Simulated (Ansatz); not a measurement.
Runs of Ansatz 0.2.0 on GdO. The structure is hexagonal, space group P-6m2 (No. 187). The conventional cell has a = 3.113 Å, b = 3.113 Å, c = 3.038 Å, α = 90.00°, β = 90.00°, γ = 120.00°. Gd (site symmetry -6m2) is surrounded by 6 O at 2.35 Å. O (site symmetry -6m2) is surrounded by 6 Gd at 2.35 Å. The cell comes from a database or a generator and needn't be the stable form of this composition.

```csv
level,U,hubbard projectors,double counting,gap on the mesh (eV),pressure (GPa),moment (μB)
LDA,-,-,-,none,16.7,6.96
LDA+U,Gd f U = 8 eV,ortho-atomic (the default),fll (the default),none,21.9,7.50
LDA+U,Gd f U = 1 eV,ortho-atomic (the default),fll (the default),none,17.7,7.13
LDA+U,Gd f U = 2 eV,ortho-atomic (the default),fll (the default),none,(a),7.30
LDA+U,Gd f U = 4 eV,ortho-atomic (the default),fll (the default),none,20.1,7.43
LDA+U,Gd f U = 6 eV,ortho-atomic (the default),fll (the default),none,21.1,7.48
LDA+U,Gd f U = 5 eV,ortho-atomic (the default),fll (the default),none,20.6,7.46
LDA+U,Gd f U = 3 eV,ortho-atomic (the default),fll (the default),none,(b),7.38
```

Alike in all rows: task band structure; potentials or basis Ansatz PAW; spin collinear, ferromagnetic start; cell as given; k mesh 10 × 10 × 9; cutoff (eV) 420; smearing fermi-dirac 0.05 eV.

Estimate the missing entries.

(a) 18.6; (b) 19.4.

Caveats: spin-orbit coupling is left out, which moves the levels of the heavy elements; a cell with one magnetic atom can't hold antiferromagnetic order, which such compounds often take; the PAW data sets come from PBE, with cores solved anew for the run's functional, which leaves a small shift of forces and pressure; the magnetic or orbital state may not be the lowest (some runs); without U or exact exchange the open f shell lies at the Fermi level, which spoils levels, moments and volumes (some runs).

A k mesh can miss the band edges, and the runs leave out spin-orbit coupling on Gd.

A gap of «none» marks a metal or a gap under the smearing width.

Runs at the PBE level aren't shown here.
